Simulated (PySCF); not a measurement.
**H3OTa: the SCF solver's settings**

Aim: find out which solver settings change the answer for H3OTa.

Method: method and basis as typed in the scripts; program: PySCF 2.14.0.

## (1) Where the work starts

H3OTa: 5 atoms, charge 0, spin multiplicity 1.

Bond lengths: Ta1–O2 1.658 Å, Ta1–H3 1.746 Å, Ta1–H4 1.746 Å, Ta1–H5 1.746 Å. Angles: O2–Ta1–H3 103.4°, O2–Ta1–H4 103.4°, O2–Ta1–H5 103.4°, H3–Ta1–H4 114.8°, H3–Ta1–H5 114.8°, H4–Ta1–H5 114.8°.

## (2) Base script

Contents of input.py:

```python
from pyscf import gto, scf, mp

mol = gto.M(
    atom='Ta 0 0.1033 0.0731; O 0 -1.2504 -0.8845; H 1.4712 -0.0568 1.0002; H -1.4712 -0.0568 1.0002; H 0 1.4147 -1.0801',
    basis='sbkjc',
    ecp={'Ta': 'sbkjc', 'O': 'sbkjc'},
    charge=0,
    spin=0,
    verbose=4,
)
mf = scf.RHF(mol)
mf.level_shift = 0.3
mf.kernel()
mp.MP2(mf).kernel()
mf.dip_moment()
print('orbital energies (hartree):', mf.mo_energy[..., max(0, mol.nelec[1]-3):mol.nelec[0]+3].round(4))
```

Started as:

```
OMP_NUM_THREADS=1 python input.py
```

Its log is not repeated here.

It gives: E(SCF) = -74.524991 Eh, 13 cycles, E(MP2) − E(SCF) = -0.34012 Eh, μ = 3.72 D (of the SCF density).

## (3) Convergence threshold 1e-05 hartree

Edit 1 changes convergence threshold: default → 1e-05 hartree.

Contents of input.py:

```python
from pyscf import gto, scf, mp

mol = gto.M(
    atom='Ta 0 0.1033 0.0731; O 0 -1.2504 -0.8845; H 1.4712 -0.0568 1.0002; H -1.4712 -0.0568 1.0002; H 0 1.4147 -1.0801',
    basis='sbkjc',
    ecp={'Ta': 'sbkjc', 'O': 'sbkjc'},
    charge=0,
    spin=0,
    verbose=4,
)
mf = scf.RHF(mol)
mf.conv_tol = 1e-05
mf.level_shift = 0.3
mf.kernel()
mp.MP2(mf).kernel()
mf.dip_moment()
print('orbital energies (hartree):', mf.mo_energy[..., max(0, mol.nelec[1]-3):mol.nelec[0]+3].round(4))
```

Started as:

```
OMP_NUM_THREADS=1 python input.py
```

## (4) Convergence threshold 1e-13 hartree

Edit 2 changes convergence threshold: default → 1e-13 hartree.

Changes to input.py since step 2:

```diff
@@ -11,2 +11,3 @@
 mf = scf.RHF(mol)
+mf.conv_tol = 1e-13
 mf.level_shift = 0.3
```

Before running it: what results should come out? Wanted: for each run, E(SCF); from base; gap; SCF dipole; after the SCF.

As calculated:

| run | E(SCF) (hartree) | from base (eV) | cycles | gap (eV) | SCF dipole (D) | after the SCF |
| --- | --- | --- | --- | --- | --- | --- |
| base | -74.524991 | 0 | 13 | 13.22 | 3.72 | MP2 correlation -9.255 eV |
| convergence threshold 1e-05 hartree | -74.524990 | 0.0000 | 8 | 13.22 | 3.72 | MP2 correlation -9.257 eV |
| convergence threshold 1e-13 hartree | -74.524991 | 0.0000 | 18 | 13.22 | 3.72 | MP2 correlation -9.255 eV |

Distance from each run's final energy (log10 hartree) by cycle:

| run | cycle 1 | cycle 2 | cycle 3 | cycle 5 | cycle 8 | cycle 12 |
| --- | --- | --- | --- | --- | --- | --- |
| base | -0.5 | -1.2 | -2.3 | -3.5 | -5.9 | -9.4 |
| convergence threshold 1e-05 hartree | -0.5 | -1.2 | -2.3 | -3.5 | -6.0 | done |
| convergence threshold 1e-13 hartree | -0.5 | -1.2 | -2.3 | -3.5 | -5.9 | -9.4 |

The SCF energy stays the same, to the digits that matter, with convergence threshold 1e-05 hartree or convergence threshold 1e-13 hartree.
